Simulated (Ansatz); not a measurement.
# CaIr2: the cost of one run

Program: Ansatz 0.2.0. Level of theory: DFT PBEsol, scalar-relativistic, plane waves, PAW. These are calculated values, not measurements.

1 further run of the same task is left out (set aside as unsound or not needed).

### Step 1. Starting point

Symmetry: Fd-3m, No. 227, cubic system. The conventional cell has a = 7.485 Å, b = 7.485 Å, c = 7.485 Å, α = 90.00°, β = 90.00°, γ = 90.00°. Around Ca (site symmetry -43m) lie 12 Ir at 3.10 Å and 4 Ca at 3.24 Å. Around Ir (site symmetry -3m) lie 6 Ir at 2.65 Å and 6 Ca at 3.10 Å.

Structure file:

```cif
data_structure
_symmetry_space_group_name_H-M 'P 1'
_symmetry_Int_Tables_number 1
_cell_length_a 5.2924
_cell_length_b 5.2924
_cell_length_c 5.2924
_cell_angle_alpha 60.000
_cell_angle_beta 60.000
_cell_angle_gamma 60.000
_cell_volume 104.82
loop_
_atom_site_label
_atom_site_type_symbol
_atom_site_fract_x
_atom_site_fract_y
_atom_site_fract_z
_atom_site_occupancy
Ca1 Ca 0.25000 0.25000 0.25000 1
Ca2 Ca 0.00000 0.00000 0.00000 1
Ir1 Ir 0.62500 0.62500 0.62500 1
Ir2 Ir 0.12500 0.62500 0.62500 1
Ir3 Ir 0.62500 0.12500 0.62500 1
Ir4 Ir 0.62500 0.62500 0.12500 1
```

It goes back to an entry of the Materials Project, which need not be the stable form.

It is the result of an earlier relaxation at this level (volume 17.47 Å³/atom; gap on the mesh: none (metal)).

### Step 2. Static run: bands, density of states and charges

Input file input.yaml:

```yaml
crystal:
  lattice:
    - [0.0, 3.7423253437, 3.7423253437]
    - [3.7423253437, 0.0, 3.7423253437]
    - [3.7423253437, 3.7423253437, 0.0]
  atoms:
    - { symbol: Ca, position: [0.25, 0.25, 0.25] }
    - { symbol: Ca, position: [0.0, 0.0, 0.0] }
    - { symbol: Ir, position: [0.625, 0.625, 0.625] }
    - { symbol: Ir, position: [0.125, 0.625, 0.625] }
    - { symbol: Ir, position: [0.625, 0.125, 0.625] }
    - { symbol: Ir, position: [0.625, 0.625, 0.125] }
basis:
  ecutwfc: 420
kpoints:
  mp_grid: { grid: [8, 8, 8] }
  band_path:
    path:
      - [[0.0, 0.0, 0.0], [0.5, 0.0, 0.5], [0.625, 0.25, 0.625]]
      - [[0.375, 0.375, 0.75], [0.0, 0.0, 0.0], [0.5, 0.5, 0.5], [0.5, 0.25, 0.75], [0.5, 0.0, 0.5]]
    npoints: 14
hamiltonian:
  xc: pbesol
scf:
  occupations: { method: gaussian, width: 0.1 }
  n_extra_bands: 15
output:
  forces: true
  stress: true
  eigenvalues: true
  populations: true
  dos: { projected: true, de: 0.02, nscf_kmesh: { grid: [12, 12, 12] } }
  bader: true
  write_density: true
  write_potential: true
  elf: true
  volumetric_format: npy
```

On the command line:

```bash
$ ansatz run input.yaml --threads 2 --pin off --max-ram 5120MiB --backend cpu --events-out ev --progress --plain --runs-dir out
```

Q: Estimate wall time and peak memory on 2 threads of Arm Neoverse V2, shared host.

About 31 s, with a peak of 0.56 GiB.
